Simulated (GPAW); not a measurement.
The system is GaGe3.

```
Ge Ga
1.0
     4.27847    0.00000    0.00000
     0.00000    4.27847    0.00000
     0.00000    0.00000    4.27847
Ge Ga
3 1
Direct
  0.50000 0.50000 0.00000
  0.50000 0.00000 0.50000
  0.00000 0.50000 0.50000
  0.00000 0.00000 0.00000
```

The cell comes from a database or a generator and needn't be the stable form of this composition.

Base run:

```yaml
Program: GPAW 26.7.0
Functional: PBE
Potentials_or_basis: GPAW PAW data sets (gpaw-data 1.2.1)
Cutoff: 600 eV
Basis: pw
k_mesh: 6 × 6 × 6
Occupations: fermi-dirac, width 0.05 eV
Spin: no spin polarisation
```

Its results: pressure -0.4 GPa.

**Question.** After a change of settings the same cell gave: pressure -2.9 GPa. Which change was it?
A. functional from PBE to LDA; potentials or basis from GPAW PAW data sets (gpaw-data 1.2.1) to the program's PAW data sets (release 1.2.1) made for this functional
B. functional from PBE to r2SCAN
C. functional from PBE to PBEsol; potentials or basis from GPAW PAW data sets (gpaw-data 1.2.1) to PAW data sets generated in the run's folder for this functional

**Answer.** B.

Caveats: the PAW data sets were made with another functional, which shifts forces and pressure a little (some runs).
